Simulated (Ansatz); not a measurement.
# UBLYP/aug-cc-pVDZ run of SiH2O2F (SMILES O[Si](O)F)

Aim: the energy change on altering one bond length of SiH2O2F at UBLYP/aug-cc-pVDZ, from 2 runs. 

Program for the calculation: Ansatz 0.2.0.

38 further runs of the same task are left out: 38 set aside as unsound or not needed. Runs told in other sessions of the task aren't counted.

## Step 1: The molecule

SiH2O2F: 6 atoms, total charge 0, spin state doublet. As SMILES, `O[Si](O)F`. The coordinates come from a PBE0-D4/def2-TZVP relaxation. This is one conformer, not always the lowest.

Bond lengths: O1–Si2 1.630 Å, Si2–O3 1.639 Å, Si2–F4 1.594 Å, O1–H5 0.959 Å, O3–H6 0.959 Å. Angles: O1–Si2–O3 107.8°, O1–Si2–F4 105.4°, O3–Si2–F4 111.3°, Si2–O1–H5 117.1°, Si2–O3–H6 117.8°.

## Step 2: A single-point energy at UBLYP/aug-cc-pVDZ

Contents of job.yaml:

```yaml
crystal:
  periodic: [false, false, false]
  atoms:
    - {symbol: O, position_ang: [-0.887300, 1.032000, -0.626300]}
    - {symbol: Si, position_ang: [0.382900, 0.026200, -0.446500]}
    - {symbol: O, position_ang: [0.346300, -0.560700, 1.083400]}
    - {symbol: F, position_ang: [0.159400, -1.133900, -1.516300]}
    - {symbol: H, position_ang: [-1.051600, 1.658800, 0.081100]}
    - {symbol: H, position_ang: [1.092300, -1.086600, 1.378500]}
basis:
  gaussian: {orbitals: aug-cc-pVDZ}
hamiltonian: {xc: {name: BLYP}}
magnetization: {spin_polarized: true, initial_magnetization: 1}
output: {orbitals: {seedname: orbitals}}
accuracy: high
total_charge: 0
```

Run with:

```sh
$ ansatz run job.yaml --threads 1 --pin off --max-ram 3480MiB --events-out events.jsonl --progress --plain --runs-dir runs
```

Output:

```text
Warning: RAYON_NUM_THREADS=1 ignored (pool sized by the plan → 1); use --threads N
Functional definition: BLYP
  name "BLYP"
  parameter beta = 0.0042
  parameter a = 0.04918
  parameter b = 0.132
  parameter c = 0.2533
  parameter d = 0.349
  exchange = b88_x(beta = beta)
  correlation = lyp_c(a = a, b = b, c = c, d = d)
2267 factors; integrals over basis functions are off by at most 3.4e-9 eV
mean field evaluation 1: about -14708.8355 eV, gradient 6.6e1 eV
mean field evaluation 2: about -14621.6189 eV, gradient 1.5e2 eV
mean field evaluation 4: about -14722.6299 eV, gradient 1.8e1 eV
mean field evaluation 8: about -14723.6353 eV, gradient 5.0e-1 eV
mean field evaluation 16: about -14723.6362 eV, gradient 5.0e-5 eV
mean field -14723.63621797 eV, -541.0836509712 hartree, gradient 5.5e-8 eV, S^2 0.751195; 0 other end points of the search recorded, 0 dependent functions left out
reference -14723.63627331 eV, -541.0836530049 hartree; 21, 20 occupied and 93, 94 virtual orbitals, 2267 factors
Total energy: -14723.63627331 eV, -541.0836530049 hartree
```

It took 26 s on 1 thread of Arm Neoverse N1, shared host; peak memory 0.38 GiB.

## Step 3: The distorted shape

Contents of input.yaml:

```yaml
crystal:
  periodic: [false, false, false]
  atoms:
    - symbol: O
      position_ang: [-0.708496, 1.960100, 0.229558]
    - symbol: Si
      position_ang: [0.561704, 0.954300, 0.409358]
    - symbol: O
      position_ang: [0.525104, 0.367400, 1.939258]
    - symbol: F
      position_ang: [0.159400, -1.133900, -1.516300]
    - symbol: H
      position_ang: [-0.872796, 2.586900, 0.936958]
    - symbol: H
      position_ang: [1.271104, -0.158500, 2.234358]
basis:
  gaussian:
    orbitals: aug-cc-pVDZ
magnetization:
  spin_polarized: true
  initial_magnetization: 1
hamiltonian:
  xc: {name: BLYP}
accuracy: high
output: {orbitals: {seedname: orbitals}}
```

Run with:

```sh
$ ansatz run input.yaml --threads 1 --pin off --max-ram 3480MiB --events-out events.jsonl --progress --plain --runs-dir runs
```

Output:

```text
Warning: RAYON_NUM_THREADS=1 ignored (pool sized by the plan → 1); use --threads N
Functional definition: BLYP
  name "BLYP"
  parameter beta = 0.0042
  parameter a = 0.04918
  parameter b = 0.132
  parameter c = 0.2533
  parameter d = 0.349
  exchange = b88_x(beta = beta)
  correlation = lyp_c(a = a, b = b, c = c, d = d)
2251 factors; integrals over basis functions are off by at most 3.3e-9 eV
mean field evaluation 1: about -14701.8740 eV, gradient 7.0e1 eV
mean field evaluation 2: about -14348.7282 eV, gradient 1.7e2 eV
mean field evaluation 4: about -14709.6163 eV, gradient 4.9e1 eV
mean field evaluation 8: about -14713.7130 eV, gradient 3.5e1 eV
mean field evaluation 16: about -14720.7607 eV, gradient 3.9e-3 eV
mean field evaluation 32: about -14720.5151 eV, gradient 3.1e0 eV
mean field -14720.76072609 eV, -540.9779785940 hartree, gradient 1.7e-8 eV, S^2 0.758794; 6 other end points of the search recorded, 0 dependent functions left out
reference -14720.76078526 eV, -540.9779807682 hartree; 21, 20 occupied and 93, 94 virtual orbitals, 2251 factors
Total energy: -14720.76078526 eV, -540.9779807682 hartree
```

Run time: 35 s. Hardware: 1 thread of Arm Neoverse N1, shared host; peak memory 0.41 GiB.

## Step 4: Summary of results

At UBLYP/aug-cc-pVDZ:

```
                                                          quantity          value
                                         first shape: total energy  -541.08365 Eh
                   first shape: HOMO energy (highest over α and β)       -5.08 eV
                    first shape: LUMO energy (lowest over α and β)       -3.57 eV
                                                 first shape: ⟨S²⟩          0.751
                                     distorted shape: total energy  -540.97798 Eh
               distorted shape: HOMO energy (highest over α and β)       -6.59 eV
                distorted shape: LUMO energy (lowest over α and β)       -5.85 eV
                                             distorted shape: ⟨S²⟩          0.759
energy change with the Si2–F4 bond stretched from 1.594 to 2.869 Å       2.875 eV
```

In words: With the Si2–F4 bond stretched from 1.594 to 2.869 Å the energy rises by 2.88 eV (277 kJ/mol). The first shape isn't relaxed at this level, so the change isn't measured from a minimum.
